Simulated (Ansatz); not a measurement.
# K+ with H₂O: structure and interaction energy

How do K+ and H₂O sit together, how strongly do they interact, and which methods get it right?

The runs use Ansatz 0.2.0, Gaussian basis; PBE0-D4 structure, single points in def2-TZVPPD.

Levels: PBE-D4, revPBE-D4, BLYP-D4, r2SCAN-D4, B97M-V, PBE0-D4, B3LYP-D4, HSE06-D4, wB97X-V, wB97M-V, B2PLYP, Hartree-Fock, MP2, CCSD, CCSD(T). The reference is CCSD(T) extrapolated to the basis limit. For elements past Ar these valence bases correlate outer-core shells poorly and lack relativity, so that limit is rough.

Correlated methods freeze the cores. The outer core shell of Li, Na, Mg and K is correlated. B3LYP uses VWN-RPA correlation. B2PLYP carries no dispersion term here.

## 1. Where the work starts

The pair, from a GFN2-xTB docking trial: 4 atoms, charge 1, spin multiplicity 1.

Atoms are counted from 1 here; the program's logs count them from 0.

Bond lengths: K1–O2 2.386 Å, O2–H3 0.967 Å, O2–H4 0.969 Å. Angles: K1–O2–H3 128.6°, K1–O2–H4 128.7°, H3–O2–H4 102.7°.

Coordinates:

```xyz
4

K     0.1982    0.1361   -2.0779
O    -0.0292   -0.0134    0.2925
H    -0.8276   -0.1750    0.8136
H     0.6586    0.0522    0.9718
```

Atoms 1 to 1 are fragment A (K+), the rest fragment B (H₂O).

## 2. A first relaxation in a small basis

Contents of pre/in.yaml:

```yaml
crystal:
  periodic: [false, false, false]
  atoms:
    - {symbol: K, position_ang: [0.198200, 0.136100, -2.077900]}
    - {symbol: O, position_ang: [-0.029200, -0.013400, 0.292500]}
    - {symbol: H, position_ang: [-0.827600, -0.175000, 0.813600]}
    - {symbol: H, position_ang: [0.658600, 0.052200, 0.971800]}
basis:
  gaussian: {orbitals: def2-SVP}
total_charge: 1
hamiltonian: {xc: pbe, dispersion: d4}
relax: {f_tol: 0.03, max_steps: 250}
```

The command line of these runs was not kept.

The runs that follow: Relaxation at PBE0-D4; CCSD(T)/def2-TZVPPD; Vibrations of the pair.

Q: Predict the outcome of this session. Wanted: interaction energy, CCSD(T)/CBS; of it Hartree-Fock; D4 term of PBE0-D4; shortest contact; lowest wavenumber.

The runs gave:

| quantity | value |
| --- | --- |
| interaction energy, CCSD(T)/CBS | -73.31 kJ/mol |
| of it Hartree-Fock (basis limit) | -70.65 kJ/mol |
| D4 term of PBE0-D4 | -1.47 kJ/mol |
| shortest contact | K1–O2 2.63 Å |
| lowest wavenumber | 214 cm⁻¹ |

In words: The pair is bound by 73.31 kJ/mol at fixed fragment shapes. Hartree-Fock gives 96 % of it, so electrostatics, induction and charge transfer lead. HSE06-D4 is the best functional here (-0.02 kJ/mol from CCSD(T)/CBS); revPBE-D4 is the worst (+5.94 kJ/mol). Mean unsigned error by rung: GGA 3.39, meta-GGA 1.36, hybrid 0.06, screened hybrid 0.02, range-separated hybrid 0.27, double hybrid 2.26 kJ/mol. PBE-D4 gives an interaction energy 1.57 kJ/mol too high, an error of 2 % of the reference. CCSD(T) moves by -4.12 kJ/mol from triple zeta to the limit; gaps between functionals far smaller than that don't rank them. A lower arrangement may exist.
